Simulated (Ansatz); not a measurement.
# Ta4NiO11: single point with PBE

Crystal: Ta4NiO11.

```
Ta Ni O
1.0
     5.29285   -0.00032   -0.02518
    -0.04190    5.33569    0.02340
    -0.47620   -0.07999    7.89609
Ta Ni O
4 1 11
Cartesian
  2.4998 2.4322 4.0913
  2.4499 2.7580 7.7432
  -0.1603 5.2326 4.0465
  0.2511 0.1312 0.1327
  0.1937 3.0731 2.1358
  4.9657 4.9873 1.8841
  0.8952 1.4768 3.3959
  1.3848 3.8364 0.4952
  1.7661 1.2679 0.2878
  1.3730 3.9832 3.6322
  2.2760 2.3333 5.9192
  3.4959 0.8322 3.8340
  3.3969 4.3723 7.4281
  4.4611 1.9408 0.6105
  4.0802 3.4598 3.7520
  0.0524 0.0063 5.8951
```

The cell was built by a generator and needn't be a form met in nature.

```json
{"Program": "Ansatz 0.2.0", "Task": "single point", "Functional": "PBE", "Potentials or basis": "JTH PAW", "Cutoff": "2400 eV (not typed: the program's choice for these potentials)", "k mesh": "5 × 5 × 4", "Occupations": "fermi-dirac, width 0.05 eV", "Spin": "collinear spin, ferromagnetic start", "Starting moments": "[0.0, 0.0, 0.0, 0.0, 1.0, 0.0, 0.0, 0.0, 0.0, 0.0, 0.0, 0.0, 0.0, 0.0, 0.0, 0.0] μB"}
```

```yaml
Pressure: 0.6 GPa
Largest_force: 0.134 eV/Å
Band_gap_on_the_k_mesh: 1.33 eV, indirect (least direct gap 1.42 eV)
Net_moment: 2.00 μB per cell
Absolute_moment: 2.08 μB per cell
Site_moments: Ta +0.00; Ni +1.51; O +0.09, +0.04, +0.06, +0.00, +0.07, +0.05 μB
```

Forces on the atoms (eV/Å):
```
Ta  -0.051  0.020 -0.096
Ta  -0.037 -0.046  0.050
Ta   0.012 -0.056 -0.121
Ta  -0.033  0.001 -0.102
Ni   0.000 -0.020 -0.005
O   -0.022 -0.009  0.104
O   -0.011  0.005 -0.010
O   -0.041  0.028  0.016
O    0.054  0.042  0.013
O   -0.010  0.021  0.004
O   -0.013 -0.023  0.042
O    0.001 -0.038 -0.009
O    0.027  0.064 -0.017
O    0.055 -0.039  0.013
O    0.060  0.045 -0.004
O    0.008  0.006  0.121
```

Stress tensor (GPa, compression positive):
```
 0.55  0.05 -0.03
 0.05  0.49 -0.03
-0.03 -0.03  0.63
```

Levels at points of the mesh, in eV from the valence-band top:
Spin up:
| k point | band 67 | band 68 | band 69 | band 70 | band 71 | band 72 |
| --- | --- | --- | --- | --- | --- | --- |
| (0.00, 0.00, 0.00) | -0.67 | -0.28 | -0.10 | 2.43 | 2.56 | 2.93 |
| (0.00, 0.00, -0.50) | -0.65 | -0.30 | -0.09 | 2.42 | 2.56 | 3.02 |
Spin down:
| k point | band 63 | band 64 | band 65 | band 66 | band 67 | band 68 | band 69 | band 70 | band 71 | band 72 |
| --- | --- | --- | --- | --- | --- | --- | --- | --- | --- | --- |
| (0.00, 0.00, 0.00) | -1.01 | -0.93 | -0.25 | -0.10 | -0.03 | 1.59 | 1.71 | 2.45 | 2.58 | 2.96 |
| (0.00, 0.00, -0.50) | -1.00 | -0.92 | -0.24 | -0.09 | -0.04 | 1.62 | 1.72 | 2.44 | 2.58 | 3.07 |

It took 8.5 min on 8 threads of Arm Neoverse V2 (shared host), peak memory 15 GiB.

Caveat: odd divisions of the mesh miss points on the zone boundary, where band edges often lie, so the gap on the mesh can be too wide; spin-orbit coupling is left out, which moves the levels of the heavy elements; a cell with one magnetic atom can't hold antiferromagnetic order, which such compounds often take. A k mesh can miss the band edges.
